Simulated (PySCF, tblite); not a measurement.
# CH7O3SSi2−: excited states, first hyperpolarisability

Wanted: excited states, first hyperpolarisability for CH7O3SSi2− (`CS(=O)(=O)[SiH2][SiH2][O-]`).

Computed with tblite 0.8.0 and PySCF 2.14.0 and routines of our own; the level stands in each step. Atoms count from 0.

## 1. The system as given

14 atoms, charge -1, multiplicity 1; geometry from: force field or distance geometry start.

## 2. Relaxing the molecule with GFN2-xTB

The job: settings as JSON, then the geometry in Å.

```
{"job": {"kind": "relax", "xc": "GFN2-xTB", "basis": "xTB"}, "charge": -1, "multiplicity": 1}
C     -2.378300     0.375900     0.744800
S     -1.035500    -0.679500     0.251100
O     -0.734700    -1.702300     1.318700
O     -1.445000    -1.342900    -1.036900
Si     0.619300     0.603000     0.018500
Si     2.567700    -0.425400     0.108800
O      3.835300     0.693200    -0.268100
H     -3.346500     0.050000     0.347100
H     -2.154700     1.366300     0.310500
H     -2.364500     0.495000     1.840500
H      0.571200     1.562800     1.136900
H      0.406400     1.377500    -1.208700
H      2.699400    -1.526900    -0.821300
H      2.759100    -0.847100     1.516000
```

On the command line:

```sh
> OMP_NUM_THREADS=2 python excited_run.py task.json out
```

One launch serves the whole session: the jobs run in the order shown.

Standard output:

```text
step      E/eV     max force
  0    -675.92415    7.493
  1    -677.02093    1.632
  2    -677.08670    2.128
  3    -677.18276    1.118
  4    -677.31134    0.599
  5    -677.34033    0.553
  6    -677.38309    0.412
  7    -677.40388    0.432
  8    -677.43319    0.433
  9    -677.45209    0.353
 10    -677.46695    0.235
 11    -677.47509    0.242
 12    -677.47916    0.207
 13    -677.48207    0.153
 14    -677.48501    0.141
 15    -677.48754    0.122
 16    -677.48932    0.130
 17    -677.49026    0.097
 18    -677.49087    0.057
 19    -677.49155    0.082
 20    -677.49259    0.110
 21    -677.49415    0.113
 22    -677.49598    0.105
 23    -677.49760    0.115
 24    -677.49882    0.084
 25    -677.49990    0.094
 26    -677.50105    0.101
 27    -677.50208    0.090
 28    -677.50293    0.075
 29    -677.50382    0.102
 30    -677.50481    0.097
 31    -677.50565    0.071
 32    -677.50622    0.049
 33    -677.50665    0.061
 34    -677.50711    0.067
 35    -677.50762    0.057
 36    -677.50801    0.053
 37    -677.50827    0.052
 38    -677.50855    0.050
 39    -677.50890    0.056
 40    -677.50925    0.048
 41    -677.50951    0.037
 42    -677.50971    0.038
 43    -677.50990    0.044
 44    -677.51016    0.046
 45    -677.51045    0.040
 46    -677.51072    0.040
 47    -677.51097    0.040
 48    -677.51124    0.044
 49    -677.51159    0.052
 50    -677.51208    0.055
 51    -677.51267    0.055
 52    -677.51331    0.063
 53    -677.51396    0.065
 54    -677.51456    0.053
 55    -677.51511    0.059
 56    -677.51578    0.073
 57    -677.51671    0.078
 58    -677.51783    0.102
 59    -677.51816    0.141
 60    -677.51881    0.061
 61    -677.51944    0.043
 62    -677.51964    0.039
 63    -677.52019    0.060
 64    -677.52075    0.076
 65    -677.52219    0.110
 66    -677.52401    0.117
 67    -677.52566    0.105
 68    -677.52471    0.209
 69    -677.52649    0.064
 70    -677.52666    0.038
 71    -677.52685    0.026
 72    -677.52713    0.032
 73    -677.52724    0.030
 74    -677.52739    0.034
 75    -677.52753    0.035
 76    -677.52769    0.030
 77    -677.52786    0.032
 78    -677.52802    0.037
 79    -677.52815    0.025
 80    -677.52825    0.024
 81    -677.52836    0.029
 82    -677.52850    0.038
 83    -677.52866    0.046
 84    -677.52880    0.028
 85    -677.52889    0.028
 86    -677.52897    0.028
 87    -677.52906    0.025
 88    -677.52916    0.032
 89    -677.52928    0.032
 90    -677.52946    0.036
 91    -677.52962    0.038
 92    -677.52973    0.023
 93    -677.52977    0.013
 94    -677.52978    0.010
 95    -677.52980    0.012
 96    -677.52983    0.015
 97    -677.52987    0.022
 98    -677.52993    0.026
 99    -677.52998    0.019
100    -677.53000    0.014
101    -677.53002    0.014
102    -677.53004    0.013
103    -677.53007    0.019
104    -677.53014    0.026
105    -677.53027    0.037
106    -677.53045    0.040
107    -677.53058    0.026
108    -677.53065    0.022
109    -677.53069    0.022
110    -677.53075    0.021
111    -677.53082    0.021
112    -677.53089    0.015
113    -677.53093    0.011
114    -677.53095    0.009
```

Run time: 1.3 s. Hardware: 2 threads of Arm Neoverse N1, shared host; peak memory 0.18 GiB.

Step by step: (not every step is listed)

```
step  energy from step 0 (eV)  largest force (eV/Å)
   0                   0.0000                7.4925
   1                  -1.0968                1.6315
   2                  -1.1625                2.1278
   3                  -1.2586                1.1182
   4                  -1.3872                0.5985
   5                  -1.4162                0.5530
   6                  -1.4589                0.4116
   7                  -1.4797                0.4320
   8                  -1.5090                0.4325
  18                  -1.5667                0.0567
  28                  -1.5788                0.0753
  38                  -1.5844                0.0499
  48                  -1.5871                0.0438
  58                  -1.5937                0.1017
  68                  -1.6006                0.2089
  78                  -1.6039                0.0369
  88                  -1.6050                0.0318
  98                  -1.6058                0.0261
 108                  -1.6065                0.0217
 109                  -1.6065                0.0217
 110                  -1.6066                0.0210
 111                  -1.6067                0.0207
 112                  -1.6067                0.0151
 113                  -1.6068                0.0107
 114                  -1.6068                0.0095
```

Distances of close pairs at the start and the end, largest changes first:

```
   bond  before (Å)  after (Å)  change (Å)
 Si5–O6       1.732      1.530      -0.202
Si4–Si5       2.205      2.331      +0.126
 S1–Si4       2.106      2.205      +0.098
  C0–S1       1.778      1.861      +0.083
Si5–H12       1.448      1.494      +0.046
  S1–O2       1.509      1.464      -0.045
  S1–O3       1.506      1.464      -0.041
  C0–H8       1.104      1.082      -0.022
```

The final coordinates are the input of the step that follows.

## 3. Infrared spectrum with GFN2-xTB

The job: settings as JSON, then the geometry in Å.

```
{"job": {"kind": "ir", "xc": "GFN2-xTB", "basis": "xTB"}, "charge": -1, "multiplicity": 1}
C     -2.549735     0.449415     0.603341
S     -1.022629    -0.589285     0.376066
O     -0.957367    -1.419890     1.579739
O     -1.259893    -1.325436    -0.867155
Si     0.837168     0.581526     0.197091
Si     2.926591    -0.433434     0.003374
O      3.981361     0.671874    -0.086956
H     -3.386535    -0.228442     0.701923
H     -2.650353     1.073321    -0.274705
H     -2.413903     1.038672     1.500604
H      0.475597     1.429706     1.355549
H      0.246182     1.455280    -0.841144
H      2.780336    -1.349886    -1.167319
H      2.992502    -1.353895     1.177453
```

Standard output:

```text
mode    cm-1     km/mol
  1      34.8      0.53
  2      53.4      7.29
  3      58.3      5.57
  4     103.4      0.07
  5     116.7      1.96
  6     138.3      0.07
  7     176.9     10.34
  8     232.6     10.90
  9     280.1      1.88
 10     329.4     96.02
 11     379.8      2.39
 12     434.8     44.05
 13     505.7     46.29
 14     519.4     15.60
 15     648.3     76.68
 16     653.5    271.35
 17     672.4     11.56
 18     731.2    594.24
 19     781.1    153.15
 20     808.4    115.32
 21     811.8      4.29
 22     867.3    227.88
 23     899.4    135.57
 24    1071.5    295.07
 25    1161.0    396.18
 26    1214.6     12.30
 27    1275.3    264.56
 28    1444.6      0.15
 29    1452.6      4.27
 30    1915.9    503.85
 31    1973.1    227.00
 32    2091.8    566.17
 33    2147.6    161.39
 34    3057.0      6.81
 35    3080.6     31.39
 36    3084.7     20.45
```

It took 0.84 s on 2 threads of Arm Neoverse N1, shared host; peak memory 0.18 GiB.

The strongest bands and the atoms that carry them (share of the mass-weighted mode):

```
cm⁻¹  km/mol                                   atoms
 654   271.4                        C0 35 %, S1 33 %
 731   594.2  H10 22 %, H11 21 %, H12 19 %, H13 19 %
 867   227.9                      H13 44 %, H12 44 %
1072   295.1               O3 36 %, O2 35 %, S1 28 %
1161   396.2               S1 43 %, O2 28 %, O3 28 %
1275   264.6                       O6 63 %, Si5 36 %
1916   503.9                      H12 52 %, H13 44 %
2092   566.2                      H10 52 %, H11 44 %
```

## 4. Optimising the geometry at PBE0-D3(BJ)/def2-SVP

Settings changed since step 3:

```diff
@@ -1,2 +1,2 @@
-{"job": {"kind": "ir", "xc": "GFN2-xTB", "basis": "xTB"}, "charge": -1, "multiplicity": 1}
+{"job": {"xc": "PBE0", "basis": "def2-SVP", "d3": "d3bj", "grid": 1, "kind": "geom"}, "charge": -1, "multiplicity": 1}
 C     -2.549735     0.449415     0.603341
```

Standard output:

```text
step   0  E = -1243.98787873  max force = 0.034157
step   1  E = -1243.99990806  max force = 0.007775
step   2  E = -1244.00084798  max force = 0.004252
step   3  E = -1244.00115145  max force = 0.001812
step   4  E = -1244.00124596  max force = 0.001531
step   5  E = -1244.00139210  max force = 0.003243
step   6  E = -1244.00147853  max force = 0.004379
step   7  E = -1244.00157124  max force = 0.002552
step   8  E = -1244.00161598  max force = 0.000606
step   9  E = -1244.00162836  max force = 0.000241
optimisation converged
```

Wall time 1.7 min (2 threads of Arm Neoverse N1, shared host); peak memory 0.78 GiB.

Step by step:

```
step  energy from step 0 (eV)  largest force component (eV/Å)
   0                   0.0000                          1.7564
   1                  -0.3273                          0.3998
   2                  -0.3529                          0.2186
   3                  -0.3612                          0.0932
   4                  -0.3637                          0.0787
   5                  -0.3677                          0.1668
   6                  -0.3701                          0.2252
   7                  -0.3726                          0.1312
   8                  -0.3738                          0.0312
   9                  -0.3741                          0.0124
```

Close pairs (by a distance rule), those that changed most:

```
   bond  before (Å)  after (Å)  change (Å)
 S1–Si4       2.205      2.267      +0.062
  C0–S1       1.861      1.811      -0.050
Si4–Si5       2.331      2.380      +0.049
 Si5–O6       1.530      1.573      +0.042
Si5–H13       1.493      1.519      +0.026
Si5–H12       1.494      1.519      +0.025
Si4–H11       1.480      1.505      +0.025
Si4–H10       1.481      1.504      +0.023
```

The end geometry stands in the next job.

```
                         at the end point                value
  point group (found at 0.08 Å tolerance)                   C1
rotational constants (GHz, main isotopes)  3.419, 0.656, 0.632
```

## 5. Excited states: TDA wB97X-D/def2-SVPD

The job: settings as JSON, then the geometry in Å.

```
{"job": {"kind": "states", "xc": "wB97X-D", "basis": "def2-SVPD", "tda": true, "soc": true, "nstates": 5, "ntriplets": 4, "nquad": 4}, "charge": -1, "multiplicity": 1}
C     -2.499083     0.504579     0.611429
S     -1.138043    -0.687543     0.538954
O     -1.139358    -1.348290     1.862190
O     -1.415452    -1.501153    -0.664498
Si     0.782748     0.476095     0.231281
Si     2.949502    -0.435424    -0.138913
O      3.754843     0.912238    -0.229325
H     -3.396696    -0.120483     0.726976
H     -2.537864     1.072338    -0.326953
H     -2.365828     1.161953     1.480085
H      0.694701     1.372509     1.435779
H      0.314048     1.341451    -0.907773
H      2.800408    -1.331526    -1.356814
H      3.196649    -1.416031     0.994591
```

Level: TDA wB97X-D/def2-SVPD excited states, vertical, gas phase, spin-orbit mean-field couplings.

Standard output:

```text
coarse grid: 13560 points
cycle   1  E = -1243.9562808220  dE =  1.099e+00  |g| = 1.511e+00  |ddm| = 4.467e+00
cycle   2  E = -1242.3545439706  dE =  1.602e+00  |g| = 3.064e+00  |ddm| = 5.198e+00
cycle   3  E = -1244.4134144098  dE = -2.059e+00  |g| = 3.827e-01  |ddm| = 4.303e+00
cycle   4  E = -1244.4368487582  dE = -2.343e-02  |g| = 2.359e-01  |ddm| = 6.098e-01
cycle   5  E = -1244.4469868500  dE = -1.014e-02  |g| = 3.418e-02  |ddm| = 2.206e-01
cycle   6  E = -1244.4473380853  dE = -3.512e-04  |g| = 1.206e-02  |ddm| = 8.159e-02
cycle   7  E = -1244.4473856283  dE = -4.754e-05  |g| = 2.454e-03  |ddm| = 3.018e-02
cycle   8  E = -1244.4473888511  dE = -3.223e-06  |g| = 7.814e-04  |ddm| = 9.184e-03
final grid: 118040 points
cycle   9  E = -1244.6130567862  dE = -6.767e-05  |g| = 3.441e-03  |ddm| = 1.081e-01
cycle  10  E = -1244.6130583018  dE = -1.516e-06  |g| = 2.976e-03  |ddm| = 1.493e-02
cycle  11  E = -1244.6130600405  dE = -1.739e-06  |g| = 9.341e-04  |ddm| = 3.754e-03
cycle  12  E = -1244.6130602159  dE = -1.753e-07  |g| = 2.820e-04  |ddm| = 1.601e-03
cycle  13  E = -1244.6130602392  dE = -2.336e-08  |g| = 9.951e-05  |ddm| = 7.666e-04
cycle  14  E = -1244.6130602420  dE = -2.730e-09  |g| = 4.775e-05  |ddm| = 2.292e-04
cycle  15  E = -1244.6130602426  dE = -6.644e-10  |g| = 1.383e-05  |ddm| = 1.105e-04
converged SCF energy = -1244.6130602426

Singlet excitations
state   eV       nm        f     d(h-e)  d(exc)  Lambda  PR(NTO)  |dmu|/D   mu/D   main configurations
  1   4.7370   261.7   0.11433   1.041   3.292   0.502   1.053    2.372    5.757   H->L 0.74, H->L+2 0.11
  2   5.0284   246.6   0.01171   1.923   3.428   0.263   1.020    5.664    2.696   H-1->L 0.80
  3   5.6480   219.5   0.14549   1.180   3.749   0.390   1.113    2.553    6.326   H->L+2 0.51, H->L+3 0.22, H->L 0.15
  4   5.8307   212.6   0.00876   1.450   3.605   0.231   1.233    3.278    6.068   H-1->L+2 0.41, H-1->L+6 0.20, H->L+5 0.09
  5   5.8997   210.2   0.20595   2.185   4.436   0.296   1.136                     H->L+1 0.55, H->L+3 0.15, H->L+6 0.11

Triplet excitations (Tamm-Dancoff)
state   eV     d(h-e)  d(exc)  Lambda  PR(NTO)   main configurations
  1   4.0614   1.377   3.290   0.530   1.020   H->L 0.86
  2   4.8256   1.874   3.362   0.262   1.008   H-1->L 0.80
  3   5.1518   0.749   3.428   0.358   1.086   H->L+2 0.51, H->L+6 0.12, H->L+3 0.12
  4   5.3508   1.051   3.108   0.445   1.021   H->L+5 0.77, H->L+10 0.08
S1 - T1 = 0.6756 eV

Spin-orbit couplings |<S|Hso|T>| (cm-1)
             T1       T2       T3       T4
S0       32.035   19.436   17.137   19.421
S1        9.437   38.197   16.172   20.860
S2       34.755    0.788   10.574    1.343
S3       22.346    1.282    1.402   12.842
S4       11.858   13.721   26.570    4.715
S5       11.760    7.895   11.030    2.219
T1 sublevels (cm-1): 0.000 0.027 0.049   radiative rates (1/s): 143 101 86.9
```

Wall time 67 s (2 threads of Arm Neoverse N1, shared host); peak memory 0.94 GiB.

From this job:

```
  quantity    value
S1 less T1  0.68 eV
```

## 6. Excited states: TDDFT B3LYP/def2-SVPD

Settings changed since step 5:

```diff
@@ -1,2 +1,2 @@
-{"job": {"kind": "states", "xc": "wB97X-D", "basis": "def2-SVPD", "tda": true, "soc": true, "nstates": 5, "ntriplets": 4, "nquad": 4}, "charge": -1, "multiplicity": 1}
+{"job": {"kind": "states", "xc": "B3LYP", "basis": "def2-SVPD", "tpa": true, "nstates": 6, "nquad": 5, "ntriplets": 0}, "charge": -1, "multiplicity": 1}
 C     -2.499083     0.504579     0.611429
```

With the program's defaults for keys left out, this is: TDDFT B3LYP/def2-SVPD excited states, vertical, gas phase, two-photon moments by quadratic response.

Standard output:

```text
coarse grid: 13560 points
cycle   1  E = -1244.1073070192  dE =  1.117e+00  |g| = 1.533e+00  |ddm| = 4.664e+00
cycle   2  E = -1236.4222538986  dE =  7.685e+00  |g| = 4.553e+00  |ddm| = 4.386e+01
cycle   3  E = -1244.3514842575  dE = -7.929e+00  |g| = 9.468e-01  |ddm| = 4.374e+01
cycle   4  E = -1244.5567795727  dE = -2.053e-01  |g| = 4.965e-01  |ddm| = 1.642e+00
cycle   5  E = -1244.5956604639  dE = -3.888e-02  |g| = 1.659e-01  |ddm| = 5.568e-01
cycle   6  E = -1244.6020100024  dE = -6.350e-03  |g| = 8.149e-02  |ddm| = 2.628e-01
cycle   7  E = -1244.6035316503  dE = -1.522e-03  |g| = 2.198e-02  |ddm| = 9.341e-02
cycle   8  E = -1244.6036436232  dE = -1.120e-04  |g| = 4.679e-03  |ddm| = 3.334e-02
cycle   9  E = -1244.6036495228  dE = -5.900e-06  |g| = 1.557e-03  |ddm| = 9.498e-03
final grid: 118040 points
cycle  10  E = -1244.7725037405  dE = -1.605e-05  |g| = 5.363e-03  |ddm| = 5.467e-02
cycle  11  E = -1244.7724875284  dE =  1.621e-05  |g| = 1.035e-02  |ddm| = 1.526e-02
cycle  12  E = -1244.7725095717  dE = -2.204e-05  |g| = 1.495e-03  |ddm| = 9.962e-03
cycle  13  E = -1244.7725100517  dE = -4.800e-07  |g| = 2.589e-04  |ddm| = 1.689e-03
cycle  14  E = -1244.7725100616  dE = -9.935e-09  |g| = 1.628e-04  |ddm| = 4.220e-04
cycle  15  E = -1244.7725100667  dE = -5.125e-09  |g| = 3.534e-05  |ddm| = 1.641e-04
cycle  16  E = -1244.7725100669  dE = -2.146e-10  |g| = 1.998e-05  |ddm| = 5.579e-05
converged SCF energy = -1244.7725100669

Singlet excitations
state   eV       nm        f     d(h-e)  d(exc)  Lambda  PR(NTO)  |dmu|/D   mu/D   delta(TPA)   sigma/GM   main configurations
  1   4.3219   286.9   0.10023   1.734   3.811   0.530   1.047    4.252    3.676      232.78      1.593   H->L 0.84
  2   4.4015   281.7   0.00761   2.779   4.051   0.286   1.009    7.983    2.094       15.42      0.109   H-1->L 0.97
  3   4.7426   261.4   0.15655   4.728   6.157   0.282   1.034   16.008    8.686     2371.50     19.542   H->L+1 0.92
  4   4.9900   248.5   0.00044   4.633   6.063   0.117   1.014   15.012    7.692        7.20      0.066   H-1->L+1 0.88
  5   5.0066   247.6   0.03149   1.768   4.239   0.430   1.032    4.045    4.409      355.77      3.267   H->L+2 0.91
  6   5.2828   234.7   0.00005   2.483   4.608   0.241   1.044                                            H-1->L+2 0.84, H-1->L+1 0.08
```

Wall time 70 s (2 threads of Arm Neoverse N1, shared host); peak memory 0.89 GiB.

## 7. First hyperpolarisability: quadratic response CAM-B3LYP/def2-SVPD

Settings changed since step 6:

```diff
@@ -1,2 +1,2 @@
-{"job": {"kind": "states", "xc": "B3LYP", "basis": "def2-SVPD", "tpa": true, "nstates": 6, "nquad": 5, "ntriplets": 0}, "charge": -1, "multiplicity": 1}
+{"job": {"kind": "beta", "xc": "CAM-B3LYP", "basis": "def2-SVPD", "wavelengths": [1064]}, "charge": -1, "multiplicity": 1}
 C     -2.499083     0.504579     0.611429
```

Level: quadratic response CAM-B3LYP/def2-SVPD first hyperpolarisability, Taylor convention, gas phase.

Standard output:

```text
coarse grid: 13560 points
cycle   1  E = -1243.9863830900  dE =  1.107e+00  |g| = 1.496e+00  |ddm| = 4.531e+00
cycle   2  E = -1241.6899359186  dE =  2.296e+00  |g| = 3.422e+00  |ddm| = 6.807e+00
cycle   3  E = -1244.4068852131  dE = -2.717e+00  |g| = 4.947e-01  |ddm| = 6.193e+00
cycle   4  E = -1244.4486806583  dE = -4.180e-02  |g| = 2.854e-01  |ddm| = 7.346e-01
cycle   5  E = -1244.4631051950  dE = -1.442e-02  |g| = 4.832e-02  |ddm| = 2.589e-01
cycle   6  E = -1244.4637488072  dE = -6.436e-04  |g| = 1.786e-02  |ddm| = 9.511e-02
cycle   7  E = -1244.4638281037  dE = -7.930e-05  |g| = 3.869e-03  |ddm| = 3.004e-02
cycle   8  E = -1244.4638329480  dE = -4.844e-06  |g| = 8.766e-04  |ddm| = 9.199e-03
final grid: 118040 points
cycle   9  E = -1244.6342987435  dE = -1.414e-05  |g| = 2.487e-03  |ddm| = 3.352e-02
cycle  10  E = -1244.6342973494  dE =  1.394e-06  |g| = 3.776e-03  |ddm| = 7.082e-03
cycle  11  E = -1244.6343001440  dE = -2.795e-06  |g| = 3.907e-04  |ddm| = 3.254e-03
cycle  12  E = -1244.6343001734  dE = -2.934e-08  |g| = 1.882e-04  |ddm| = 6.310e-04
cycle  13  E = -1244.6343001809  dE = -7.572e-09  |g| = 8.333e-05  |ddm| = 3.192e-04
cycle  14  E = -1244.6343001825  dE = -1.591e-09  |g| = 1.776e-05  |ddm| = 1.087e-04
cycle  15  E = -1244.6343001826  dE = -1.223e-10  |g| = 5.035e-06  |ddm| = 4.474e-05
converged SCF energy = -1244.6343001826

Lowest singlets (eV, f): 4.6863 0.1107  5.0229 0.0106  5.5427 0.1226

First hyperpolarisability (au)
process     nm      |vector|   parallel      HRS      DR
static         -      823.99    -494.29     331.95   5.513
shg       1064.0     1121.83    -672.72     451.65   5.575
eope      1064.0      907.66    -544.44          -       -
```

It took 69 s on 2 threads of Arm Neoverse N1, shared host; peak memory 0.98 GiB.

## 8. Outcome

| quantity | value |
| --- | --- |
| strongest single infrared mode (GFN2-xTB) | 731 cm⁻¹, 594 km/mol |
| zero-point energy (GFN2-xTB) | 50.3 kcal/mol |
| point group | C1 |
| rotational constants (main isotopes) | 3.42, 0.66, 0.63 GHz |
| S1 less T1 (step 5, TDA wB97X-D/def2-SVPD) | 0.68 eV |
| β vector (step 7, quadratic response CAM-B3LYP/def2-SVPD) | static 824, SHG 1064.0 nm 1122 au |

All 36 modes are real, so the xTB geometry is a minimum. The strongest single mode, at 731 cm⁻¹, has its largest shares on H10, H11, H12 and H13 (the list is cut at 4 atoms). Unscaled tight-binding wavenumbers are off by several per cent, some by more. Its intensities can rank the bands wrongly. The optimisation took 9 steps and gained 0.374 eV; among the close pairs (by a distance rule), S1–Si4 changed most, from 2.205 to 2.267 Å (PBE0/def2-SVP). No frequency check was run at this level, so the end point may be a saddle. For an anion in the gas phase, states above the energy of detachment are held by the basis alone, so excitations and responses hang on it. In step 5, the number of triplets below S1 is 1, and the largest singlet-triplet spin-orbit coupling is S1–T2, 38.20 cm⁻¹. β grows from 824 au (static) to 1122 au for doubling at 1064.0 nm: normal dispersion, which grows as twice the photon energy moves toward the bright states.
